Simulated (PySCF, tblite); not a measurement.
# C₃H₄BO₂Se radical: geometry, infrared bands and EPR parameters

What infrared bands and EPR parameters should C₃H₄BO₂Se radical (`C=C1OBO[CH][Se]1`) show?

The runs use tblite 0.8.0 and PySCF 2.14.0, with density-fitted response routines of our own; the level of theory stands in each step. All values are computed, except where a source is named. Atoms count from 0, in the outputs and in this text.

### 1 Starting geometry

11 atoms, charge 0, multiplicity 2; geometry from: force field or distance geometry start.

Bonds of the start (Å): C0–C1 1.32, C1–O2 1.41, O2–B3 1.48, B3–O4 1.46, O4–C5 1.39, C5–Se6 1.95, Se6–C1 1.94, C0–H7 1.07, C0–H8 1.09, B3–H9 1.18, C5–H10 1.11.

### 2 Geometry optimisation with GFN2-xTB

Job settings and geometry (Å):

```
{"job": {"kind": "relax", "xc": "GFN2-xTB", "basis": "xTB"}, "charge": 0, "multiplicity": 2}
C     -2.220200    -0.443700     0.006600
C     -0.948300    -0.106000    -0.035900
O     -0.010300    -1.024500    -0.549900
B      1.438300    -0.720100    -0.625500
O      1.909200     0.642500    -0.413100
C      1.452200     0.999200     0.848400
Se    -0.392800     1.604300     0.696600
H     -2.553100    -1.391400    -0.375600
H     -2.957400     0.235600     0.422400
H      2.209400    -1.618100    -0.676900
H      2.078300     1.825000     1.246700
```

On the command line:

```
OMP_NUM_THREADS=1 python probes_run.py task.json out
```

The driver reads the jobs from task.json and runs them one after another.

**Question.** This job is followed by: GFN2-xTB harmonic vibrations, gas phase; UKS B3LYP, def2-TZVP-core on Se, pcH-1 on B C H O, non-relativistic, mean-field spin-orbit, GIAO. Predict these results of the whole session: strongest single infrared mode (GFN2-xTB); zero-point energy (GFN2-xTB); g(iso) (B3LYP); ⟨S²⟩; largest a(iso); potential on the surface of density 0.002 e/bohr³, 1st and 99th percentile.

As calculated:

| quantity | value |
| --- | --- |
| strongest single infrared mode (GFN2-xTB) | 1192 cm⁻¹, 305 km/mol |
| zero-point energy (GFN2-xTB) | 41.9 kcal/mol |
| g(iso) (B3LYP) | 2.00698 |
| ⟨S²⟩ | 0.755 (exact 0.75) |
| largest a(iso) | 13C on C5, 221.3 MHz |
| potential on the surface of density 0.002 e/bohr³, 1st and 99th percentile | -0.80 V and 1.26 V |

In words: Over 63 steps the energy fell by 1.239 eV; of the close pairs, O2–B3 changed most, 1.482 to 1.360 Å. No mode is imaginary among the 27: a minimum at this level. The strongest single mode, at 1192 cm⁻¹, has its largest shares on C5, O4 and H10 (the list is cut at 3 atoms). GFN2-xTB is a fitted tight-binding method: band positions and strengths are rough. Its intensities can rank the bands wrongly. C5 carries the largest spin population, 0.80 e. The isotropic g lies 4.7 ppt above the free-electron value. The hyperfine terms hold no scalar relativity, which the heavier nuclei need. The conformer search found further structures of the same energy, which may be mirror or relabelled copies of this one.
